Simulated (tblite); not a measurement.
# C4H11BrGeO2: the cost of one run

Computed with tblite 0.8.0 and PySCF 2.14.0, with density-fitted response routines of our own, on a single molecule in the gas phase. Atoms are numbered from 0 throughout.

## 1. The molecule as given

19 atoms, charge 0, multiplicity 1; geometry from: force field or distance geometry start.

Bonds of the start (Å): C0–C1 1.49, C1–C2 1.54, C2–O3 1.37, O3–Ge4 1.77, Ge4–Br5 2.30, Ge4–O6 1.78, O6–C7 1.39, C0–H8 1.11, C0–H9 1.12, C0–H10 1.13, C1–H11 1.14, C1–H12 1.10, C2–H13 1.13, C2–H14 1.11, Ge4–H15 1.55, C7–H16 1.11, C7–H17 1.10, C7–H18 1.10.

## 2. Geometry optimisation with GFN2-xTB

Job settings and geometry (Å):

```
{"job": {"kind": "relax", "xc": "GFN2-xTB", "basis": "xTB"}, "charge": 0, "multiplicity": 1}
C     -3.459100     0.169700     0.497700
C     -2.334900    -0.535200    -0.176300
C     -0.995700     0.213400    -0.019000
O     -0.076900    -0.557700    -0.690100
Ge     1.574000     0.092100    -0.658700
Br     1.693600     2.336100    -0.153500
O      2.626800    -0.793000     0.464500
C      3.949400    -0.376100     0.336200
H     -3.166600     0.746700     1.393800
H     -4.041400     0.787100    -0.234100
H     -4.187700    -0.603300     0.877900
H     -2.236200    -1.529200     0.370500
H     -2.556700    -0.683500    -1.238400
H     -1.083700     1.199400    -0.558400
H     -0.753500     0.415300     1.042500
H      2.171400    -0.105300    -2.073700
H      4.562000    -1.232400    -0.003200
H      4.327200     0.075100     1.263100
H      3.978300     0.389800    -0.448300
```

Started as:

```bash
OMP_NUM_THREADS=1 python probes_run.py task.json out
```

The driver reads the jobs from task.json and runs them one after another.

**Question.** How long does this first job take on 1 thread of Arm Neoverse V2, shared host, and how much memory does it need?

About 1.2 s, with a peak of 0.18 GiB.
